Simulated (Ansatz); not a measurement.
# LiZn: the cost of one run

Method: DFT LDA, scalar-relativistic, in Ansatz 0.2.0.

### 1 Starting point

The structure is cubic, space group Fd-3m (No. 227). Conventional cell: a = 6.222 Å, b = 6.222 Å, c = 6.222 Å, α = 90.00°, β = 90.00°, γ = 90.00°. Around Li (site symmetry -43m) lie 4 Li at 2.69 Å and 4 Zn at 2.69 Å. Around Zn (site symmetry -43m) lie 4 Li at 2.69 Å and 4 Zn at 2.69 Å.

Structure file:

```cif
data_structure
_symmetry_space_group_name_H-M 'P 1'
_symmetry_Int_Tables_number 1
_cell_length_a 4.3996
_cell_length_b 4.3996
_cell_length_c 4.3996
_cell_angle_alpha 60.000
_cell_angle_beta 60.000
_cell_angle_gamma 60.000
_cell_volume 60.22
loop_
_atom_site_label
_atom_site_type_symbol
_atom_site_fract_x
_atom_site_fract_y
_atom_site_fract_z
_atom_site_occupancy
Li1 Li 0.50000 0.50000 0.50000 1
Li2 Li 0.75000 0.75000 0.75000 1
Zn1 Zn 0.00000 0.00000 0.00000 1
Zn2 Zn 0.25000 0.25000 0.25000 1
```

Atoms are numbered in the order of the input: Li1, Li2, Zn3, Zn4.

### 2 After the deformation

Space group Fd-3m before, I4_1/amd after.

### 3 LAPW, all electrons

input.yaml

```yaml
crystal:
  lattice:
    - [0.0, 3.111, 3.04878]
    - [3.111, 0.0, 3.04878]
    - [3.111, 3.111, 0.0]
  atoms:
    - { symbol: Li, position: [0.5, 0.5, 0.5] }
    - { symbol: Li, position: [0.75, 0.75, 0.75] }
    - { symbol: Zn, position: [0.0, 0.0, 0.0] }
    - { symbol: Zn, position: [0.25, 0.25, 0.25] }
kpoints:
  mp_grid: { grid: [9, 9, 9] }
  band_path:
    path:
      - [0.0, 0.0, 0.0]
      - [0.0, 0.5, 0.5]
      - [0.25, 0.75, 0.5]
      - [0.0, 0.5, 0.0]
      - [0.0, 0.0, 0.0]
      - [0.5, 0.5, 0.0]
      - [0.3801541025, 0.6198458975, 0.0]
      - [-0.3801541025, 0.3801541025, 0.0]
      - [0.0, 0.0, 0.0]
    npoints: 5
scf:
  occupations: { method: fermi_dirac, width: 0.08 }
hamiltonian:
  xc: lda
  pseudopotentials: { kind: all_electron, lapw: { basis_error: 0.0005 } }
output:
  forces: true
  stress: true
  eigenvalues: true
```

Run with:

```console
> ansatz run input.yaml --threads 1 --pin off --max-ram 4096MiB --backend cpu --events-out ev --progress --plain --runs-dir out
```

**Question.** How long does this run take on 1 thread of Arm Neoverse V1, shared host, and how much memory does it need?

About 55 s, with a peak of 0.58 GiB.
